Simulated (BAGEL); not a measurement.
# A workflow on Si2H6O7 (SMILES O[Si](O)(O)O[Si](O)(O)O)

Wanted: a single-point energy (HF/6-31G*), then a single-point energy (NEVPT2(2,2)/6-31G*) of Si2H6O7. 

Program for the calculation: BAGEL 1.2.2.

### 1 The system as given

Si2H6O7 has 15 atoms, charge 0, and is taken as a singlet. As SMILES, `O[Si](O)(O)O[Si](O)(O)O`. The O8–H14 distance was set to 1.533 Å, away from the relaxed value. At this shape a bond of the SMILES string is far longer than usual.

Bond lengths: O1–Si2 1.630 Å, Si2–O3 1.622 Å, Si2–O4 1.640 Å, Si2–O5 1.628 Å, O5–Si6 1.628 Å, Si6–O7 1.640 Å, Si6–O8 1.622 Å, Si6–O9 1.630 Å, O1–H10 0.963 Å, O3–H11 0.958 Å, O4–H12 0.958 Å, O7–H13 0.958 Å, O9–H15 0.963 Å. Some angles: O1–Si2–O3 108.1°, O1–Si2–O4 113.7°, O1–Si2–O5 110.0°, O3–Si2–O4 108.4°, O3–Si2–O5 113.4°, O4–Si2–O5 103.3°, Si2–O5–Si6 128.2°, O5–Si6–O7 103.3°, O5–Si6–O8 113.4°, O5–Si6–O9 110.0°. A long bond or contact: O8–H14 1.533 Å.

### 2 A single-point energy at HF/6-31G(d) (density fitting with svp-jkfit, spherical functions) (run 1)

File input.json:

```json
{ "bagel": [

{
  "title": "molecule",
  "basis": "6-31gs.json",
  "df_basis": "svp-jkfit",
  "angstrom": true,
  "geometry": [
    { "atom": "O", "xyz": [      -1.309054,       1.460863,      -2.014643 ] },
    { "atom": "Si", "xyz": [      -1.035044,      -0.021887,      -1.396433 ] },
    { "atom": "O", "xyz": [      -1.227734,      -1.107917,      -2.585133 ] },
    { "atom": "O", "xyz": [      -2.042304,      -0.419037,      -0.164753 ] },
    { "atom": "O", "xyz": [       0.437836,      -0.072987,      -0.705353 ] },
    { "atom": "Si", "xyz": [       0.951676,       0.705123,       0.628827 ] },
    { "atom": "O", "xyz": [       0.602116,       2.274683,       0.306867 ] },
    { "atom": "O", "xyz": [       2.549366,       0.577123,       0.875007 ] },
    { "atom": "O", "xyz": [       0.187286,       0.120223,       1.943907 ] },
    { "atom": "H", "xyz": [      -0.886484,       2.174543,      -1.524823 ] },
    { "atom": "H", "xyz": [      -0.944214,      -0.843217,      -3.461303 ] },
    { "atom": "H", "xyz": [      -2.979494,      -0.468487,      -0.357223 ] },
    { "atom": "H", "xyz": [       0.842646,       2.926493,       0.966477 ] },
    { "atom": "H", "xyz": [       3.031800,      -0.654930,       1.649410 ] },
    { "atom": "H", "xyz": [      -0.711184,      -0.182297,       1.773527 ] }
  ]
},

{ "title": "hf" },

{ "title": "print", "file": "orbitals.molden", "orbitals": true }

]}
```

The basis set 6-31G* is read from a file made from the Basis Set Exchange's data (not shown).

Command:

```bash
$ BAGEL_NUM_THREADS=1 BAGEL input.json > input.out
```

What it wrote:

```text
* using 1 threads per process

  ===============================================================
  ===============================================================

  *** Geometry ***

  { "atom" : "O", "xyz" : [     -2.473754,      2.760631,     -3.807124 ] },
  { "atom" : "Si", "xyz" : [     -1.955950,     -0.041360,     -2.638876 ] },
  { "atom" : "O", "xyz" : [     -2.320081,     -2.093660,     -4.885193 ] },
  { "atom" : "O", "xyz" : [     -3.859395,     -0.791865,     -0.311338 ] },
  { "atom" : "O", "xyz" : [      0.827390,     -0.137925,     -1.332924 ] },
  { "atom" : "Si", "xyz" : [      1.798407,      1.332489,      1.188311 ] },
  { "atom" : "O", "xyz" : [      1.137834,      4.298528,      0.579895 ] },
  { "atom" : "O", "xyz" : [      4.817604,      1.090604,      1.653524 ] },
  { "atom" : "O", "xyz" : [      0.353919,      0.227189,      3.673452 ] },
  { "atom" : "H", "xyz" : [     -1.675212,      4.109291,     -2.881498 ] },
  { "atom" : "H", "xyz" : [     -1.784306,     -1.593449,     -6.540915 ] },
  { "atom" : "H", "xyz" : [     -5.630428,     -0.885312,     -0.675054 ] },
  { "atom" : "H", "xyz" : [      1.592370,      5.530270,      1.826377 ] },
  { "atom" : "H", "xyz" : [      5.729272,     -1.237638,      3.116933 ] },
  { "atom" : "H", "xyz" : [     -1.343943,     -0.344491,      3.351480 ] },

  Number of auxiliary basis functions:      903

  Since a DF basis is specified, we compute 2- and 3-index integrals:
    o Being stored without compression. Storage requirement is 0.154 GB

  Number of basis functions:      146
  Number of electrons      :       90

    * METHOD: MOLECULE                             1.97

  *** RHF ***

  === Nuclear Repulsion ===
   747.3982019281

      * DIIS with orbital gradients will be used.

  === RHF iteration (6-31gs.json) ===
      0      -1104.87420853          0.02164566           0.77
      1      -1105.36032187          0.01361542           0.83
      2      -1105.63813836          0.00146003           0.79
      3      -1105.64146242          0.00078800           0.80
      4      -1105.64261656          0.00012317           0.78
      5      -1105.64268098          0.00003755           0.82
      6      -1105.64268846          0.00001489           0.78
      7      -1105.64268923          0.00000558           0.77
      8      -1105.64268938          0.00000258           0.78
      9      -1105.64268942          0.00000141           0.77
     10      -1105.64268943          0.00000056           0.82
     11      -1105.64268943          0.00000024           0.77
     12      -1105.64268943          0.00000008           0.77
     13      -1105.64268943          0.00000004           0.78
     14      -1105.64268943          0.00000001           0.78
     15      -1105.64268943          0.00000001           0.78
    * SCF iteration converged.

    * Permanent dipole moment:
           (    0.218986,    -0.112815,    -0.388179) a.u.

    * METHOD: HF                                  13.80

    * METHOD: PRINT                                0.05

  ===============================================================
```

Wall time 16 s (1 thread of Intel Xeon Platinum 8259CL at 2.50GHz (Skylake/Cascade Lake), shared host); peak memory 0.5 GiB.

### 3 A single-point energy at NEVPT2(2,2)/6-31G(d) (density fitting with svp-jkfit, spherical functions) (run 2)

File input.json:

```json
{ "bagel": [

{
  "title": "molecule",
  "basis": "6-31gs.json",
  "df_basis": "svp-jkfit",
  "angstrom": true,
  "geometry": [
    { "atom": "O", "xyz": [   -1.309054,    1.460863,   -2.014643 ] },
    { "atom": "Si", "xyz": [   -1.035044,   -0.021887,   -1.396433 ] },
    { "atom": "O", "xyz": [   -1.227734,   -1.107917,   -2.585133 ] },
    { "atom": "O", "xyz": [   -2.042304,   -0.419037,   -0.164753 ] },
    { "atom": "O", "xyz": [    0.437836,   -0.072987,   -0.705353 ] },
    { "atom": "Si", "xyz": [    0.951676,    0.705123,    0.628827 ] },
    { "atom": "O", "xyz": [    0.602116,    2.274683,    0.306867 ] },
    { "atom": "O", "xyz": [    2.549366,    0.577123,    0.875007 ] },
    { "atom": "O", "xyz": [    0.187286,    0.120223,    1.943907 ] },
    { "atom": "H", "xyz": [   -0.886484,    2.174543,   -1.524823 ] },
    { "atom": "H", "xyz": [   -0.944214,   -0.843217,   -3.461303 ] },
    { "atom": "H", "xyz": [   -2.979494,   -0.468487,   -0.357223 ] },
    { "atom": "H", "xyz": [    0.842646,    2.926493,    0.966477 ] },
    { "atom": "H", "xyz": [    3.031800,   -0.654930,    1.649410 ] },
    { "atom": "H", "xyz": [   -0.711184,   -0.182297,    1.773527 ] }
  ]
},
{ "title": "hf" },
{ "title": "nevpt2", "nstate": 1, "nact": 2, "nclosed": 44, "active": [24, 46], "maxiter": 200, "natocc": true, "ncore": 17 },
{ "title": "print", "file": "orbitals.molden", "orbitals": true }

]}
```

The basis set 6-31G* is read from a file made from the Basis Set Exchange's data (not shown).

Command:

```bash
$ BAGEL_NUM_THREADS=1 BAGEL input.json > input.out
```

What it wrote:

```text
* using 1 threads per process

  ===============================================================
  ===============================================================

  *** Geometry ***

  { "atom" : "O", "xyz" : [     -2.473754,      2.760631,     -3.807124 ] },
  { "atom" : "Si", "xyz" : [     -1.955950,     -0.041360,     -2.638876 ] },
  { "atom" : "O", "xyz" : [     -2.320081,     -2.093660,     -4.885193 ] },
  { "atom" : "O", "xyz" : [     -3.859395,     -0.791865,     -0.311338 ] },
  { "atom" : "O", "xyz" : [      0.827390,     -0.137925,     -1.332924 ] },
  { "atom" : "Si", "xyz" : [      1.798407,      1.332489,      1.188311 ] },
  { "atom" : "O", "xyz" : [      1.137834,      4.298528,      0.579895 ] },
  { "atom" : "O", "xyz" : [      4.817604,      1.090604,      1.653524 ] },
  { "atom" : "O", "xyz" : [      0.353919,      0.227189,      3.673452 ] },
  { "atom" : "H", "xyz" : [     -1.675212,      4.109291,     -2.881498 ] },
  { "atom" : "H", "xyz" : [     -1.784306,     -1.593449,     -6.540915 ] },
  { "atom" : "H", "xyz" : [     -5.630428,     -0.885312,     -0.675054 ] },
  { "atom" : "H", "xyz" : [      1.592370,      5.530270,      1.826377 ] },
  { "atom" : "H", "xyz" : [      5.729272,     -1.237638,      3.116933 ] },
  { "atom" : "H", "xyz" : [     -1.343943,     -0.344491,      3.351480 ] },

  Number of auxiliary basis functions:      903

  Since a DF basis is specified, we compute 2- and 3-index integrals:
    o Being stored without compression. Storage requirement is 0.154 GB

  Number of basis functions:      146
  Number of electrons      :       90

    * METHOD: MOLECULE                             1.95

  *** RHF ***

  === Nuclear Repulsion ===
   747.3982019281

      * DIIS with orbital gradients will be used.

  === RHF iteration (6-31gs.json) ===
      0      -1104.87420853          0.02164566           0.77
      1      -1105.36032187          0.01361542           0.82
      2      -1105.63813836          0.00146003           0.77
      3      -1105.64146242          0.00078800           0.78
      4      -1105.64261656          0.00012317           0.77
      5      -1105.64268098          0.00003755           0.82
      6      -1105.64268846          0.00001489           0.77
      7      -1105.64268923          0.00000558           0.78
      8      -1105.64268938          0.00000258           0.78
      9      -1105.64268942          0.00000141           0.77
     10      -1105.64268943          0.00000056           0.81
     11      -1105.64268943          0.00000024           0.77
     12      -1105.64268943          0.00000008           0.77
     13      -1105.64268943          0.00000004           0.78
     14      -1105.64268943          0.00000001           0.78
     15      -1105.64268943          0.00000001           0.78
    * SCF iteration converged.

    * Permanent dipole moment:
           (    0.218986,    -0.112815,    -0.388179) a.u.

    * METHOD: HF                                  13.81

    * freezing 17 orbitals
  ---------------------------
      CASSCF calculation
  ---------------------------

    ==== Active orbitals : =====
         Orbital 24
         Orbital 46
    ============================

    * nstate   :      1
    * nclosed  :     44
    * nact     :      2
    * nvirt    :    100
  === CASSCF iteration (6-31gs.json) ===

    * Using the second-order algorithm

      0  0     -1105.64355788     9.76e-05      0.14

      1  0     -1105.64668338     3.18e-04      4.24

      2  0     -1105.66922922     9.91e-04      4.31

      3  0     -1105.68946910     1.18e-03      5.24

      4  0     -1105.69384512     6.63e-04      5.27

      5  0     -1105.69429465     2.77e-04      5.40

      6  0     -1105.69434825     1.06e-04      5.44

      7  0     -1105.69435525     3.88e-05      5.36

      8  0     -1105.69435617     1.41e-05      5.39

      9  0     -1105.69435629     5.10e-06      5.34

     10  0     -1105.69435630     1.84e-06      5.33

     11  0     -1105.69435630     6.65e-07      5.41

     12  0     -1105.69435630     2.40e-07      5.14

     13  0     -1105.69435630     8.66e-08      4.63

     14  0     -1105.69435630     3.13e-08      4.46

     15  0     -1105.69435630     1.13e-08      4.23

     16  0     -1105.69435631     4.07e-09      3.96

    * Second-order optimization converged. *

     guess   0:   closed 1.                   open ..

  === FCI iteration ===

      0  0     -1105.63849377     1.02e-01      0.00
      1  0     -1105.69178041     1.87e-02      0.00
      2  0 *   -1105.69435630     1.95e-15      0.00

     * ci vector, state   0, <S^2> = 0.0000
       2.     0.9642021509
       .2    -0.2651682713

  === DF-NEVPT2 calculation ===

    * 3-index integral transformation done
    * assembly done

      NEVPT2 correlation energy:   -1.3736349058      1.86

          (+0)     -1.2974204620
          (+0)'    -0.0282067042
          (+1)     -0.0086650883
          (+1)'    -0.0000000000
          (+2)     -0.0005767175
          (-1)     -0.0358813265
          (-1)'     0.0000000000
          (-2)     -0.0028846073

      NEVPT2 total energy:       -1107.0679912109

    * METHOD: NEVPT2                              84.39

    * METHOD: PRINT                                0.05

  ===============================================================
```

Wall time 1.7 min (1 thread of Intel Xeon Platinum 8259CL at 2.50GHz (Skylake/Cascade Lake), shared host); peak memory 0.5 GiB.

### 4 Summary of results

```
                               quantity           value
         run 1, HF/6-31G*: total energy  -1105.64269 Eh
        run 1, HF/6-31G*: dipole moment          1.17 D
          run 1, HF/6-31G*: HOMO energy       -13.15 eV
          run 1, HF/6-31G*: LUMO energy         1.27 eV
        run 1, HF/6-31G*: HOMO–LUMO gap        14.41 eV
run 2, NEVPT2(2,2)/6-31G*: total energy  -1107.06799 Eh
```
